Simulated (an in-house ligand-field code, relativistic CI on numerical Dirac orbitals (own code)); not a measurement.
**d2 in a ligand field: terms for several parameter sets**

Aim: the terms of a d2 shell from Racah B and C and the field, by exact diagonalisation.

The numbers are computed with an in-house ligand-field code version 1 (parametric ligand-field model of a d^n configuration (Racah B and C, spin-orbit zeta, crystal field), exact diagonalisation), except any that are marked as measured or tabulated.

**1. Starting point**

```
shell        : d2
set 1 (cm⁻¹) : B = 420, C = 2030, Oh, 10Dq = 4100
set 2 (cm⁻¹) : B = 1020, C = 3900, Oh, 10Dq = 24400
set 3 (cm⁻¹) : B = 480, C = 1850, D3d, 10Dq = 16550, Dsigma = -1200, Dtau = 170
set 4 (cm⁻¹) : B = 1020, C = 4980, D3d, 10Dq = 12300, Dsigma = -450, Dtau = -180
set 5 (cm⁻¹) : B = 440, C = 2200, Oh, 10Dq = 58600
set 6 (cm⁻¹) : B = 600, C = 2250, Oh, 10Dq = 15550
set 7 (cm⁻¹) : B = 690, C = 2510, D4h, 10Dq = 26850, Ds = -1340, Dt = 80
set 8 (cm⁻¹) : B = 1020, C = 4450, D4h, 10Dq = 7700, Ds = -220, Dt = 170
```

**2. Set 1**

Input settings:

```ini
n = 2
racah_B = 420  # cm-1
racah_C = 2030  # cm-1
zeta = 0  # cm-1
symmetry = Oh
field = {"10Dq": 4100}  # cm-1
```

Main fields of the result record, rounded:

```text
{
  "status": "converged",
  "terms [E_cm, degeneracy, irrep, S, n_eg]": [
    [0, 9, "T1", 1, 0.07879],
    [3576.9648, 9, "T2", 1, 1],
    [6811.2453, 3, "T2", 0, 0.1078],
    [7053.7853, 2, "E", 0, 0.06337],
    [7676.9648, 3, "A2", 1, 2],
    [9353.9297, 9, "T1", 1, 0.9212],
    [11502.684, 3, "T2", 0, 0.8922],
    [12333.745, 1, "A1", 0, 0.6455],
    [12676.965, 3, "T1", 0, 1],
    [15360.144, 2, "E", 0, 1.937],
    [27370.184, 1, "A1", 0, 1.354]
  ],
  "n_levels_all": 11
}
```

Run time: 0.037 s. Hardware: 1 thread, shared host.

**3. Set 2**

Input settings:

```ini
n = 2
racah_B = 1020  # cm-1
racah_C = 3900  # cm-1
zeta = 0  # cm-1
symmetry = Oh
field = {"10Dq": 24400}  # cm-1
```

Main fields:

```text
{
  "status": "converged",
  "terms [E_cm, degeneracy, irrep, S, n_eg]": [
    [0, 9, "T1", 1, 0.03023],
    [14478.279, 3, "T2", 0, 0.02139],
    [14740.72, 2, "E", 0, 0.01076],
    [22420.604, 9, "T2", 1, 1],
    [31407.969, 1, "A1", 0, 0.1727],
    [35741.209, 9, "T1", 1, 0.9698],
    [38902.93, 3, "T2", 0, 0.9786],
    [42460.604, 3, "T1", 0, 1],
    [46820.604, 3, "A2", 1, 2],
    [63040.488, 2, "E", 0, 1.989],
    [83213.239, 1, "A1", 0, 1.827]
  ],
  "n_levels_all": 11
}
```

Run time: 0.035 s. Hardware: 1 thread, shared host.

**4. Set 3**

Input settings:

```ini
n = 2
racah_B = 480  # cm-1
racah_C = 1850  # cm-1
zeta = 0  # cm-1
symmetry = D3d
field = {"10Dq": 16550, "Dsigma": -1200, "Dtau": 170}  # cm-1
```

Main fields:

```text
{
  "status": "converged",
  "terms [E_cm, degeneracy, irrep, S, n_eg]": [
    [0, 3, "A2", 1, 1.56e-05],
    [1510.0603, 6, "E", 1, 0.04143],
    [6319.1152, 2, "E", 0, 0.01256],
    [8253.7249, 1, "A1", 0, 0.05782],
    [8556.5493, 2, "E", 0, 0.02587],
    [16593.673, 3, "A1", 1, 1],
    [17294.755, 1, "A1", 0, 0.07785],
    [17592.019, 6, "E", 1, 0.999],
    [21674.527, 3, "A2", 1, 1.05],
    [24528.44, 2, "E", 0, 1.016],
    [24693.039, 1, "A1", 0, 0.9665],
    [24778.94, 6, "E", 1, 0.9595],
    [26053.673, 1, "A2", 0, 1],
    [28267.867, 2, "E", 0, 0.9806],
    [35306.492, 3, "A2", 1, 1.95],
    [42776.395, 2, "E", 0, 1.965],
    [51563.174, 1, "A1", 0, 1.898]
  ],
  "n_levels_all": 17
}
```

Run time: 0.023 s. Hardware: 1 thread, shared host.

**5. Set 4**

Input settings:

```ini
n = 2
racah_B = 1020  # cm-1
racah_C = 4980  # cm-1
zeta = 0  # cm-1
symmetry = D3d
field = {"10Dq": 12300, "Dsigma": -450, "Dtau": -180}  # cm-1
```

Main fields:

```text
{
  "status": "converged",
  "terms [E_cm, degeneracy, irrep, S, n_eg]": [
    [0, 3, "A2", 1, 0.05974],
    [2236.2401, 6, "E", 1, 0.07527],
    [10856.787, 3, "A1", 1, 1],
    [12022.258, 6, "E", 1, 0.998],
    [16823.622, 2, "E", 0, 0.05381],
    [19187.283, 1, "A1", 0, 0.1298],
    [19319.323, 2, "E", 0, 0.0644],
    [23242.927, 3, "A2", 1, 1.951],
    [24627.433, 3, "A2", 1, 0.9896],
    [26261.862, 6, "E", 1, 0.9267],
    [30236.362, 1, "A1", 0, 0.8756],
    [30723.177, 2, "E", 0, 0.9379],
    [32917.701, 1, "A1", 0, 0.5723],
    [33056.787, 1, "A2", 0, 1],
    [34799.483, 2, "E", 0, 0.9927],
    [41988.329, 2, "E", 0, 1.951],
    [70495.802, 1, "A1", 0, 1.422]
  ],
  "n_levels_all": 17
}
```

It took 0.022 s on 1 thread, shared host.

**6. Set 5**

Input settings:

```ini
n = 2
racah_B = 440  # cm-1
racah_C = 2200  # cm-1
zeta = 0  # cm-1
symmetry = Oh
field = {"10Dq": 58600}  # cm-1
```

Main fields:

```text
{
  "status": "converged",
  "terms [E_cm, degeneracy, irrep, S, n_eg]": [
    [0, 9, "T1", 1, 0.001771],
    [7111.2914, 3, "T2", 0, 0.0006854],
    [7131.3151, 2, "E", 0, 0.0003406],
    [17214.611, 1, "A1", 0, 0.008628],
    [57391.209, 9, "T2", 1, 1],
    [62782.418, 9, "T1", 1, 0.9982],
    [65351.127, 3, "T2", 0, 0.9993],
    [67071.209, 3, "T1", 0, 1],
    [115991.21, 3, "A2", 1, 2],
    [123931.1, 2, "E", 0, 2],
    [132327.81, 1, "A1", 0, 1.991]
  ],
  "n_levels_all": 11
}
```

Run time: 0.037 s. Hardware: 1 thread, shared host.

**7. Set 6**

Input settings:

```ini
n = 2
racah_B = 600  # cm-1
racah_C = 2250  # cm-1
zeta = 0  # cm-1
symmetry = Oh
field = {"10Dq": 15550}  # cm-1
```

Main fields:

```text
{
  "status": "converged",
  "terms [E_cm, degeneracy, irrep, S, n_eg]": [
    [0, 9, "T1", 1, 0.02715],
    [8417.7704, 3, "T2", 0, 0.01828],
    [8560.3667, 2, "E", 0, 0.00916],
    [14351.354, 9, "T2", 1, 1],
    [18473.095, 1, "A1", 0, 0.1468],
    [22152.709, 9, "T1", 1, 0.9729],
    [23934.938, 3, "T2", 0, 0.9817],
    [26051.354, 3, "T1", 0, 1],
    [29901.354, 3, "A2", 1, 2],
    [39342.342, 2, "E", 0, 1.991],
    [50879.614, 1, "A1", 0, 1.853]
  ],
  "n_levels_all": 11
}
```

It took 0.036 s on 1 thread, shared host.

**8. Set 7**

Input settings:

```ini
n = 2
racah_B = 690  # cm-1
racah_C = 2510  # cm-1
zeta = 0  # cm-1
symmetry = D4h
field = {"10Dq": 26850, "Ds": -1340, "Dt": 80}  # cm-1
```

Main fields:

```text
{
  "status": "converged",
  "terms [E_cm, degeneracy, irrep, S, n_eg]": [
    [0, 6, "E", 1, 0.0124],
    [4194.2671, 3, "A2", 1, 0.02688],
    [7006.8638, 1, "A1", 0, 0.004987],
    [9414.3822, 2, "E", 0, 0.007547],
    [13788.838, 1, "B2", 0, 0.01113],
    [13926.367, 1, "B1", 0, 0.004701],
    [24037.117, 1, "A1", 0, 0.07235],
    [25782.38, 3, "B2", 1, 1],
    [26092.094, 6, "E", 1, 0.9992],
    [29790.493, 3, "A2", 1, 0.9731],
    [34122.38, 1, "A2", 0, 1],
    [36442.767, 2, "E", 0, 0.9931],
    [36575.922, 1, "B2", 0, 0.9889],
    [38095.046, 6, "E", 1, 0.9884],
    [43049.991, 2, "E", 0, 0.9994],
    [52632.38, 3, "B1", 1, 2],
    [61625.408, 1, "A1", 0, 1.98],
    [63288.394, 1, "B1", 0, 1.995],
    [77200.132, 1, "A1", 0, 1.943]
  ],
  "n_levels_all": 19
}
```

It took 0.037 s on 1 thread, shared host.

**9. Set 8**

Input settings:

```ini
n = 2
racah_B = 1020  # cm-1
racah_C = 4450  # cm-1
zeta = 0  # cm-1
symmetry = D4h
field = {"10Dq": 7700, "Ds": -220, "Dt": 170}  # cm-1
```

Main fields:

```text
{
  "status": "converged",
  "terms [E_cm, degeneracy, irrep, S, n_eg]": [
    [0, 6, "E", 1, 0.09503],
    [1177.7142, 3, "A2", 1, 0.1252],
    [5143.2158, 3, "B2", 1, 1],
    [6630.7075, 6, "E", 1, 1],
    [12843.216, 3, "B1", 1, 2],
    [15482.247, 2, "E", 0, 0.1563],
    [15510.204, 1, "A1", 0, 0.1161],
    [16372.137, 1, "B2", 0, 0.2686],
    [17506.14, 1, "B1", 0, 0.1503],
    [19668.717, 3, "A2", 1, 0.8748],
    [20868.94, 6, "E", 1, 0.905],
    [24344.295, 1, "B2", 0, 0.7314],
    [25211.627, 2, "E", 0, 0.8437],
    [26253.216, 1, "A2", 0, 1],
    [27304.693, 1, "A1", 0, 0.7995],
    [27785.773, 2, "E", 0, 1],
    [30799.484, 1, "A1", 0, 1.873],
    [30910.292, 1, "B1", 0, 1.85],
    [59788.481, 1, "A1", 0, 1.211]
  ],
  "n_levels_all": 19
}
```

Wall time 0.036 s (1 thread, shared host).

**10. Comparison**

| set | 10Dq/B (size) | lowest | S | electrons in z² and x²-y² | first level of the same spin (cm⁻¹) |
| --- | --- | --- | --- | --- | --- |
| 1: Oh | 9.8 | 3T1 | 1.00 | 0.08 | 3T2 3577 |
| 2: Oh | 23.9 | 3T1 | 1.00 | 0.03 | 3T2 22421 |
| 3: D3d | 34.5 | 3A2 | 1.00 | 0.00 | 3E 1510 |
| 4: D3d | 12.1 | 3A2 | 1.00 | 0.06 | 3E 2236 |
| 5: Oh | 133.2 | 3T1 | 1.00 | 0.00 | 3T2 57391 |
| 6: Oh | 25.9 | 3T1 | 1.00 | 0.03 | 3T2 14351 |
| 7: D4h | 38.9 | 3E | 1.00 | 0.01 | 3A2 4194 |
| 8: D4h | 7.5 | 3E | 1.00 | 0.10 | 3A2 1178 |

**11. Results**

| quantity | value |
| --- | --- |
| lowest terms | 1: 3T1, 2: 3T1, 3: 3A2, 4: 3A2, 5: 3T1, 6: 3T1, 7: 3E, 8: 3E |

In words: 8 of 8 sets have the highest spin that their shell allows, S = 1. B, C and the field are free parameters here, not those of a compound.
